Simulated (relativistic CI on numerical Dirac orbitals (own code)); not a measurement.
# Ions with 4 electrons, Cr²⁰⁺ to Zn²⁶⁺: levels along an isoelectronic sequence

How do the lowest levels of 4-electron ions move as Z rises from 24 to 30? Each ion is run with the same configurations.

The numbers are computed with relativistic CI on numerical Dirac orbitals (own code) version 2 (Dirac-Coulomb-Breit CI, KLI orbitals optimised for each configuration, model QED (radiative potential, 1s self-energy scaled to tabulated hydrogen-like ionisation energies)), except any that are marked as measured or tabulated.

**1. The atom as given**

* electrons: 4
* ions: Cr²⁰⁺, Mn²¹⁺, Fe²²⁺, Co²³⁺, Ni²⁴⁺, Cu²⁵⁺, Zn²⁶⁺
* configurations: [He] 2s2; [He] 2s 2p; [He] 2p2; [He] 2p 3s; [He] 2p 3p; [He] 2s 3s; [He] 2s 3p

**2. Cr²⁰⁺ (Z = 24)**

Settings of the run:

```ini
atom Cr  Z=24  charge=20  electrons=4
nucleus A=52  rms_radius_fm=3.6452
hamiltonian dirac-coulomb  breit=on  qed=on  c_scale=1
orbitals kli  potential=per-configuration
slater_scale 1
correlation none
mixing on
configurations
  [He] 2s2
  [He] 2s 2p
  [He] 2p2
  [He] 2p 3s
  [He] 2p 3p
  [He] 2s 3s
  [He] 2s 3p
end
```

**3. Mn²¹⁺ (Z = 25)**

The settings differ from step 2 so:

```diff
@@ -1,3 +1,3 @@
-atom Cr  Z=24  charge=20  electrons=4
-nucleus A=52  rms_radius_fm=3.6452
+atom Mn  Z=25  charge=21  electrons=4
+nucleus A=55  rms_radius_fm=3.7057
 hamiltonian dirac-coulomb  breit=on  qed=on  c_scale=1
```

**4. Fe²²⁺ (Z = 26)**

The settings differ from step 3 so:

```diff
@@ -1,3 +1,3 @@
-atom Mn  Z=25  charge=21  electrons=4
-nucleus A=55  rms_radius_fm=3.7057
+atom Fe  Z=26  charge=22  electrons=4
+nucleus A=56  rms_radius_fm=3.7377
 hamiltonian dirac-coulomb  breit=on  qed=on  c_scale=1
```

**5. Co²³⁺ (Z = 27)**

The settings differ from step 4 so:

```diff
@@ -1,3 +1,3 @@
-atom Fe  Z=26  charge=22  electrons=4
-nucleus A=56  rms_radius_fm=3.7377
+atom Co  Z=27  charge=23  electrons=4
+nucleus A=59  rms_radius_fm=3.7875
 hamiltonian dirac-coulomb  breit=on  qed=on  c_scale=1
```

**6. Ni²⁴⁺ (Z = 28)**

The settings differ from step 5 so:

```diff
@@ -1,3 +1,3 @@
-atom Co  Z=27  charge=23  electrons=4
-nucleus A=59  rms_radius_fm=3.7875
+atom Ni  Z=28  charge=24  electrons=4
+nucleus A=58  rms_radius_fm=3.7757
 hamiltonian dirac-coulomb  breit=on  qed=on  c_scale=1
```

**7. Cu²⁵⁺ (Z = 29)**

The settings differ from step 6 so:

```diff
@@ -1,3 +1,3 @@
-atom Ni  Z=28  charge=24  electrons=4
-nucleus A=58  rms_radius_fm=3.7757
+atom Cu  Z=29  charge=25  electrons=4
+nucleus A=63  rms_radius_fm=3.8823
 hamiltonian dirac-coulomb  breit=on  qed=on  c_scale=1
```

**8. Zn²⁶⁺ (Z = 30)**

The settings differ from step 7 so:

```diff
@@ -1,3 +1,3 @@
-atom Cu  Z=29  charge=25  electrons=4
-nucleus A=63  rms_radius_fm=3.8823
+atom Zn  Z=30  charge=26  electrons=4
+nucleus A=64  rms_radius_fm=3.9283
 hamiltonian dirac-coulomb  breit=on  qed=on  c_scale=1
```

(Steps that only read results are left out.)

Q: Predict the outcome of this session. Wanted: lowest level, first ion; lowest level, last ion; changes of the lowest level; interval 3P°0 to 3P°1; mean jj purity of the low levels.

The runs gave:

| quantity | value |
| --- | --- |
| lowest level, first ion | 2s2 1S0 |
| lowest level, last ion | 2s2 1S0 |
| changes of the lowest level | none |
| interval 3P°0 to 3P°1 | 23150 to 50420 cm⁻¹ |
| mean jj purity of the low levels | 89 to 94 % |

In words: The lowest level stays 2s2 1S0 throughout. Over these ions the splitting within 2s 2p 3P° follows Z^3.5. The low levels move towards jj coupling (LS purity 96 to 92 %). Only the listed configurations are in the model.
